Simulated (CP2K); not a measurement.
GaGe in CP2K: the effect of functional

Crystal: GaGe.

```
Ge Ga
1.0
     4.09817    0.00000    0.00000
     2.04909    3.54912    0.00000
     2.04909    1.18304    3.34614
Ge Ga
1 1
Cartesian
  0.0000 0.0000 0.0000
  2.0491 1.1830 0.8365
```

The cell comes from a database or a generator and needn't be the stable form of this composition.

Alike in all runs:

- Program: CP2K 2026.2
- Task: band structure
- Potentials or basis: POTENTIAL_UZH Ge GTH-PBE-q4, Ga GTH-PBE-q13; TZVP-MOLOPT-PBE-GTH basis
- Density cutoff: 9184 eV
- k mesh: 8 × 8 × 8
- Occupations: fermi-dirac, width 0.05 eV
- Spin: no spin polarisation

```csv
functional,pressure (GPa)
PBE,0.5
LDA,?
PBEsol,-1.2
revPBE,1.2
AM05,-1.2
PW91,0.5
M06-L,1.1
```

Question: What does the run with functional LDA give?

Answer: Pressure -2.0 GPa.

Caveats: the basis of atomic orbitals isn't converged, which shifts pressures, moduli and gaps; the potentials were made for another functional, which shifts forces and pressure (some runs).
